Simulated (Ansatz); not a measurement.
Working through a ladder of basis sets of C₂H₄Te, SMILES C1C[Te]1

Program: Ansatz 0.2.0 through its Python package.

Interactive session:
```pycon
>>> import ansatz as az
>>> GEOMETRY = '''
... C    -0.53760   -0.14670   -0.44940
... C     0.50570    0.27670    0.44760
... Te    0.55550   -1.85160    0.03940
... H    -1.51850   -0.04890    0.00200
... H    -0.45060    0.25480   -1.51940
... H     0.16980    0.56990    1.46810
... H     1.33680    0.87780   -0.03400
... '''
>>> molecule = az.Crystal.molecule()
>>> for line in GEOMETRY.strip().splitlines():
...     symbol, *xyz = line.split()
...     molecule = molecule.atom(symbol, [float(v) for v in xyz])
...
>>> calculation = (
...     molecule.calculation()
...     .functional('b3lyp')
...     .accuracy('medium')
... )
>>> energies = {}
>>> for basis in ['def2-SVP', 'def2-SVPD', 'def2-TZVP', 'def2-TZVPP']:
...     rep = calculation.basis(gaussian=basis).run().report
...     size = rep['n_frozen'] + rep['n_occupied'][0] + rep['n_virtual'][0]
...     energies[basis] = (rep['reference_energy_ev'] / 27.211386246, rep['free_energy_ev'] / 27.211386246)
...     print(f'{basis:14s} {size:4d} orbitals  reference {energies[basis][0]:14.6f} Ha  total {energies[basis][1]:14.6f} Ha')
...
def2-SVP         74 orbitals  reference    -346.623455 Ha  total    -346.623455 Ha
def2-SVPD       107 orbitals  reference    -346.630366 Ha  total    -346.630366 Ha
def2-TZVP       136 orbitals  reference    -346.727289 Ha  total    -346.727289 Ha
def2-TZVPP      168 orbitals  reference    -346.728849 Ha  total    -346.728849 Ha
>>> last = energies['def2-TZVPP'][1]
>>> for basis, (_, total) in energies.items():
...     print(f'{basis:14s} lies {27.211386 * (total - last):9.4f} eV above def2-TZVPP')
...
def2-SVP       lies    2.8679 eV above def2-TZVPP
def2-SVPD      lies    2.6799 eV above def2-TZVPP
def2-TZVP      lies    0.0424 eV above def2-TZVPP
def2-TZVPP     lies    0.0000 eV above def2-TZVPP
```

Against def2-SVP: def2-SVPD -6.9 mHa, def2-TZVP -103.8 mHa and def2-TZVPP -105.4 mHa. The last step alone is -1.56 mHa (these two sets differ little on atoms other than hydrogen). From the first set to the last the time grows from 2.2 to 4.2 s.

Notes:
- The settings weren't tested for convergence.
- The geometry is a force-field or estimated start, not a minimum of this method, and the last set is no limit. Much of the fall in a total is atomic energy, which cancels in bond and reaction energies.
- def2 sets replace the cores of elements past krypton by effective core potentials.
- b3lyp holds the VWN-RPA fit, as in Gaussian; the form of ORCA and Turbomole is b3lyp5.
- The whole script took 13 s on 1 thread of Arm Neoverse V1 (shared host), peak memory 0.36 GiB.
